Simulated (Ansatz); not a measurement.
Task: an active-space calculation of BrLi, with Ansatz's Python interface. Give the script and its output. Level of theory (for the species named): Hartree-Fock, def2-SVP basis, multiplicity 1.

```yaml
atoms:
  - { symbol: Li, position_ang: [0.0000, 0.0000, 0.0000] }
  - { symbol: Br, position_ang: [0.0000, 0.0000, 2.4000] }
```

Script `cas.py`:
```python
"""Active-space calculation on BrLi."""

import ansatz as az

GEOMETRY = """
Li    0.00000    0.00000    0.00000
Br    0.00000    0.00000    2.40000
"""

brli = az.Crystal.molecule()
for line in GEOMETRY.strip().splitlines():
    symbol, *xyz = line.split()
    brli = brli.atom(symbol, [float(v) for v in xyz])

setup = (
    brli.calculation()
    .basis(gaussian="def2-SVP")
    .correlation(active_electrons=6, active_orbitals=6)
)
for method in [None, "sc_nevpt2"]:
    report = (setup if method is None else setup.correlation(method)).run().report
    space = report["configurations"]
    state = space["states"][0]
    print(method or "casscf", f"total {report['free_energy_ev'] / 27.211386246:.6f} Ha, active-space state {state['energy']['hartree']:.6f} Ha, mean field {report['reference_energy_ev'] / 27.211386246:.6f} Ha")
    print("  determinants", state["n_determinants"], " natural occupations", [round(n, 3) for n in space["natural_occupations"]])
```

Running `python cas.py` prints:
```text
casscf total -2579.664499 Ha, active-space state -2579.664499 Ha, mean field -2579.624036 Ha
  determinants 400  natural occupations [1.989, 1.989, 1.978, 0.016, 0.014, 0.014]
sc_nevpt2 total -2579.860365 Ha, active-space state -2579.664470 Ha, mean field -2579.624036 Ha
  determinants 112  natural occupations [1.989, 1.989, 1.978, 0.016, 0.014, 0.014]
```

What to keep in mind:
- The settings weren't tested for convergence.
- The geometry is a force-field or estimated start, not a minimum of this method, and the basis set is short of its limit. The active space starts as a window about the frontier orbitals and is then optimised, not chosen by chemistry.
- Timing: 18 s on 1 thread of Intel(R) Xeon(R) Platinum 8488C (Sapphire Rapids), on a shared host, peak memory 0.17 GiB.
